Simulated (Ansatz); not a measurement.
# Ta: the cost of one run

Computed with Ansatz 0.2.0 (DFT PBEsol, scalar-relativistic, unless a step's input says otherwise).

## 1. The system as given

The structure is cubic, space group Im-3m (No. 229). The conventional cell has a = 3.303 Å, b = 3.303 Å, c = 3.303 Å, α = 90.00°, β = 90.00°, γ = 90.00°. Ta (site symmetry m-3m) has 8 Ta at 2.86 Å as nearest neighbours.

Coordinates:

```cif
data_structure
_symmetry_space_group_name_H-M 'Im-3m'
_symmetry_Int_Tables_number 229
_cell_length_a 3.3026
_cell_length_b 3.3026
_cell_length_c 3.3026
_cell_angle_alpha 90.000
_cell_angle_beta 90.000
_cell_angle_gamma 90.000
_cell_volume 36.02
loop_
_atom_site_label
_atom_site_type_symbol
_atom_site_symmetry_multiplicity
_atom_site_Wyckoff_symbol
_atom_site_fract_x
_atom_site_fract_y
_atom_site_fract_z
_atom_site_occupancy
Ta1 Ta 2 a 0.00000 0.00000 0.00000 1
```

The file gives the conventional cell by its symmetry; the runs use the cell typed in the input.

## 2. After the deformation

Space group Im-3m before, I4/mmm after.

## 3. All-electron LAPW

input.yaml

```yaml
crystal:
  lattice:
    - [-1.6182544, 1.6182544, 1.65128]
    - [1.6182544, -1.6182544, 1.65128]
    - [1.6182544, 1.6182544, -1.65128]
  atoms:
    - { symbol: Ta, position: [0.0, 0.0, 0.0] }
kpoints:
  mp_grid: { grid: [17, 17, 17] }
  band_path:
    path:
      - [0.0, 0.0, 0.0]
      - [0.0, 0.0, 0.5]
      - [0.25, 0.25, 0.25]
      - [0.0, 0.5, 0.0]
      - [0.0, 0.0, 0.0]
      - [0.5, 0.5, -0.5]
      - [0.4901, 0.5099, -0.4901]
      - [-0.4901, 0.4901, 0.4901]
      - [0.0, 0.0, 0.0]
    npoints: 5
scf:
  occupations: { method: fermi_dirac, width: 0.08 }
hamiltonian:
  xc: pbesol
  pseudopotentials: { kind: all_electron, lapw: { basis_error: 0.0005 } }
output:
  forces: true
  stress: true
  eigenvalues: true
```

On the command line:

```console
$ ansatz run input.yaml --threads 1 --pin off --max-ram 3072MiB --backend cpu --events-out ev --progress --plain --runs-dir out
```

**Question.** How long does this run take on 1 thread of Arm Neoverse V1, shared host, and how much memory does it need?

About 63 s, with a peak of 0.69 GiB.
